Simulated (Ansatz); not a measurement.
The system is NiMoIrPdW.

```
Ni Mo Pd Ir W
1.0
     4.11705    0.00000    0.00000
    -2.05853    3.56547    0.00000
     0.00000    0.00000    5.44580
Ni Mo Pd Ir W
1 1 1 1 1
Cartesian
  0.0000 0.0000 5.2157
  2.0585 1.1885 5.2367
  2.0585 1.1885 2.5211
  0.0000 2.3770 3.9521
  0.0000 2.3770 1.2875
```

The cell was built by a generator and needn't be a form met in nature.

Program: Ansatz 0.2.0. Alike in all runs: task band structure; potentials or basis all-electron LAPW, scalar-relativistic; spin collinear, ferromagnetic start; cell as given; smearing fermi-dirac 0.05 eV; basis error allowed 0.002 eV/atom; the mesh is coarse, so values aren't converged.

Problem. Order these runs on this cell by their pressure, lowest first.
A. level LDA; k mesh 6 × 6 × 4; cutoff (eV) 314
B. level PBEsol; k mesh 6 × 6 × 4; cutoff (eV) 314
C. level PBE; k mesh 5 × 5 × 3; cutoff (eV) 315
D. level BLYP; k mesh 6 × 6 × 4; cutoff (eV) 314
E. level RPBE; k mesh 6 × 6 × 4; cutoff (eV) 315

Solution. A (-12.9 GPa), B (-8.0 GPa), C (0.1 GPa), E (3.7 GPa), D (9.7 GPa).

Caveats: some runs use coarse meshes; the k mesh is thin for a metal, which can move the energy by tens of meV per atom.

Not every run made on this cell is shown here.
